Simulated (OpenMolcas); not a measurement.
# Bi⁴⁺: CASSCF and CASPT2 terms and fine-structure levels

Aim: the low terms and levels of Bi⁴⁺, with their order and spacing, then second-order correlation under several settings.

Program: OpenMolcas 26.06. Level of theory: state-averaged CASSCF and CASPT2, spin-orbit coupling by RASSI with atomic mean-field integrals. These are calculated values, not measurements, unless marked.

### 1 Starting point

- Species: Bi⁴⁺ (bismuth, Z = 83, 79 electrons)
- Basis: ANO-R1 [7s6p4d2f], 59 functions
- Scalar Hamiltonian: X2C, finite nucleus
- Inactive shells: 1s 2s 2p 3s 3p 3d 4s 4p 4d 4f 5s 5p 5d
- Active space: 1 electron in 4 orbitals (6s 6p)
- Some configurations of this space: 6p, 6s
- Orbitals: optimised for the highest spin of each parity, averaged over the low roots

Outer shells as boxes (Hund's rule):

6p
```
6p [↑ ][  ][  ]
```

6s
```
6s [↑ ]
```

The work runs as a chain of OpenMolcas steps in one folder; each step below is one input file. Labels, J, g values, rates, χT and fits are worked out afterwards by a script from the matrices that RASSI stores.

### 2 GATEWAY and SEWARD: basis and integrals

a.inp reads:

```
&GATEWAY
Coord
1

Bi 0.0 0.0 0.0
Basis=ANO-R1
Group=XYZ
NoMove
AngMom=0.0 0.0 0.0
AMFI
&SEWARD
```

The run is started by

```bash
$ OMP_NUM_THREADS=1 MOLCAS_MEM=2252 MOLCAS_PROJECT=a pymolcas a.inp > a.log
```

### 3 CASSCF: doublets of even parity, 1 root

a.inp reads:

```
&RASSCF
FileOrb=start.orb
Symmetry=1
Spin=2
nActEl=1 0 0
Inactive=20 19
Ras2=1 3
CIRoot=1 1 1
SDav=1
CIMx=300
Iter=120 100
PrWF=0.3
OrbListing=Nothing
MaxOrb=0
Atom
>>> COPY $Project.JobIph JOB001
```

start.orb holds the contracted functions of the basis, ordered by shell, or the orbitals of the step before.

### 4 CASSCF: doublets of odd parity, 3 roots

a.inp reads:

```
&RASSCF
FileOrb=start.orb
Symmetry=2
Spin=2
nActEl=1 0 0
Inactive=20 19
Ras2=1 3
CIRoot=3 3 1
SDav=3
CIMx=300
Iter=120 100
PrWF=0.3
OrbListing=Nothing
MaxOrb=0
Atom
>>> COPY $Project.JobIph JOB002
```

### 5 RASSI: spin-orbit coupling between the states

a.inp reads:

```
&RASSI
NrOfJobIphs=2 1 3
1
1 2 3
IphNames
JOB001
JOB002
EJob
SpinOrbit
DIPRint=1.0
SOCoupling=1000.0
Subsets=2
MEES
Property=10
'ANGMOM' 1 'ANGMOM' 2 'ANGMOM' 3 'MLTPL  1' 1 'MLTPL  1' 2 'MLTPL  1' 3
'AMFI' 1 'AMFI' 2 'AMFI' 3 'MLTPL  2' 6
SOProperty=3
'ANGMOM' 1 'ANGMOM' 2 'ANGMOM' 3
```

### 6 CASPT2: IPEA 0.3 (closed shells correlated: 5d), extended multistate

a.inp reads:

```
>>> COPY JOB001 $Project.JobIph
&CASPT2
Multistate=1 1
Frozen=15 19
IPEA=0.3
MaxIter=60
WThr=0.0 0.3 0.05
PrWF=0.5
NoMix
>>> COPY JOB002 $Project.JobIph
&CASPT2
XMultistate=3 1 2 3
Frozen=15 19
IPEA=0.3
MaxIter=60
WThr=0.0 0.3 0.05
PrWF=0.5
NoMix
```

### 7 CASPT2: IPEA 0.3, imaginary shift 0.1 (closed shells correlated: 5d)

Edit a.inp of step 6 so:

```diff
@@ -5,2 +5,3 @@
 IPEA=0.3
+Imaginary=0.1
 MaxIter=60
@@ -11,5 +12,6 @@
 &CASPT2
-XMultistate=3 1 2 3
+Multistate=3 1 2 3
 Frozen=15 19
 IPEA=0.3
+Imaginary=0.1
 MaxIter=60
```

### 8 CASPT2: IPEA 0.6, sigma2 regulariser 0.15 (closed shells correlated: 5d)

Edit a.inp of step 7 so:

```diff
@@ -4,4 +4,4 @@
 Frozen=15 19
-IPEA=0.3
-Imaginary=0.1
+IPEA=0.6
+Sig2=0.15
 MaxIter=60
@@ -14,4 +14,4 @@
 Frozen=15 19
-IPEA=0.3
-Imaginary=0.1
+IPEA=0.6
+Sig2=0.15
 MaxIter=60
```

(Steps that only read results are left out.)

Q: Predict the outcome of this session. Wanted: lowest level; first excited level; strongest of the lines computed, by gA, at CASSCF energies.

As calculated:

```
                                                  quantity                                                value
                                                    method  XMS-CASPT2, IPEA 0.3 (closed shells correlated: 5d)
                                              lowest level             6s 2S 1/2, 100 % of that term, g = 2.002
                               ground level listed by NIST                                                2S1/2
                                       first excited level                             6p 2P* 1/2 at 86720 cm-1
strongest of the lines computed, by gA, at CASSCF energies   6p 2P* 3/2 → 6s 2S 1/2, 89.13 nm, A = 4.50e+09 s⁻¹
```

What each method costs and misses:

```tsv
method	time of its own steps	time with the reference	mean absolute difference from the measured levels (cm-1)
A. CASSCF	7 s	7 s	3100
B. XMS-CASPT2, IPEA 0.3, +5d	0.78 s	7.8 s	1400
C. SS-CASPT2, IPEA 0.3, imaginary shift 0.1, +5d	0.88 s	7.9 s	930
D. SS-CASPT2, IPEA 0.6, sigma2 regulariser 0.15, +5d	0.88 s	7.9 s	910
```

Times are of one thread on a shared host.

What this shows: Method D lies closest to the measured levels (910 cm⁻¹ on average, level with C) and A farthest (3100). Only the configurations of the active space and the roots asked for are present. The basis is small and contracted for the neutral atom, so it is rough for this charge. Spin-orbit splittings of 6p shells come out too small at this level. Levels of other configurations are missing from the list.
